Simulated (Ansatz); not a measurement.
# C2H7BSeSi: basis-set convergence

An exercise on one series of results from a longer session: the logs are not shown, and one member is left open.

Program: Ansatz 0.2.0, Gaussian basis. Level of theory: one geometry, several basis sets. These are calculated values, not measurements.

The runs, in order: PBE0-D4/def2-SVP; ωB97M-V/def2-SVP; PBE0-D4/def2-QZVPP; ωB97M-V/def2-QZVPP; the functionals' def2-TZVPP values are taken from earlier runs.

## The geometry

An earlier PBE0-D4 in a triple-zeta def2 set relaxation fixed the geometry.

SMILES `BC1([SiH3])C[Se]1`, 12 atoms, charge 0, spin multiplicity 1.

Atoms are counted from 1 here; the program's logs count them from 0.

Bond lengths: B1–C2 1.560 Å, B1–H6 1.198 Å, B1–H7 1.197 Å, C2–Si3 1.867 Å, C2–C4 1.466 Å, C2–Se5 1.998 Å, Si3–H8 1.482 Å, Si3–H9 1.488 Å, Si3–H10 1.489 Å, C4–Se5 1.983 Å, C4–H11 1.086 Å, C4–H12 1.086 Å. Angles: C2–B1–H6 118.1°, C2–B1–H7 119.5°, H6–B1–H7 121.2°, B1–C2–Si3 126.3°, B1–C2–C4 111.0°, B1–C2–Se5 77.4°, Si3–C2–C4 121.9°, Si3–C2–Se5 113.3°, C4–C2–Se5 67.8°, C2–Si3–H8 109.7°, C2–Si3–H9 109.5°, C2–Si3–H10 108.7°, H8–Si3–H9 110.6°, H8–Si3–H10 109.5°, H9–Si3–H10 108.8°, C2–C4–Se5 69.0°, C2–C4–H11 120.0°, C2–C4–H12 117.9° and more.

Set-up of the first run:

File in.yaml:

```yaml
crystal:
  periodic: [false, false, false]
  atoms:
    - {symbol: B, position_ang: [-0.734215, 1.464079, -0.282894]}
    - {symbol: C, position_ang: [-0.212104, 0.037154, 0.072326]}
    - {symbol: Si, position_ang: [1.372689, -0.368031, 0.973225]}
    - {symbol: C, position_ang: [-1.006177, -0.995174, -0.600009]}
    - {symbol: Se, position_ang: [0.000984, 0.096706, -1.913756]}
    - {symbol: H, position_ang: [-1.906324, 1.599878, -0.492596]}
    - {symbol: H, position_ang: [-0.019736, 2.409956, -0.118351]}
    - {symbol: H, position_ang: [2.366960, 0.706189, 0.743223]}
    - {symbol: H, position_ang: [1.894811, -1.676664, 0.495786]}
    - {symbol: H, position_ang: [1.082051, -0.470935, 2.429557]}
    - {symbol: H, position_ang: [-0.689048, -2.033357, -0.563011]}
    - {symbol: H, position_ang: [-2.072691, -0.824900, -0.709401]}
basis:
  gaussian: {orbitals: def2-SVP}
hamiltonian: {xc: pbe0, dispersion: d4}
output: {orbitals: {seedname: orbitals}}
```

Among the steps run: PBE0-D4 in def2-SVP; ωB97M-V in def2-SVP; PBE0-D4 in def2-QZVPP; ωB97M-V in def2-QZVPP.

One of the session's tables, all rows but one given; the rest of the session is left out.

It belongs to the step «Functionals by basis». 

```
functional       basis  HOMO (eV)
   PBE0-D4    def2-SVP      -7.25
   PBE0-D4  def2-TZVPP      -7.28
   PBE0-D4  def2-QZVPP      -7.28
   ωB97M-V    def2-SVP          ?
   ωB97M-V  def2-TZVPP      -9.39
   ωB97M-V  def2-QZVPP      -9.39
```

**Question.** Estimate the row for ωB97M-V, def2-SVP.

The run gave: HOMO (eV): -9.34. In the column «HOMO (eV)» it lies between ωB97M-V, def2-QZVPP (-9.39) and PBE0-D4, def2-TZVPP (-7.28).
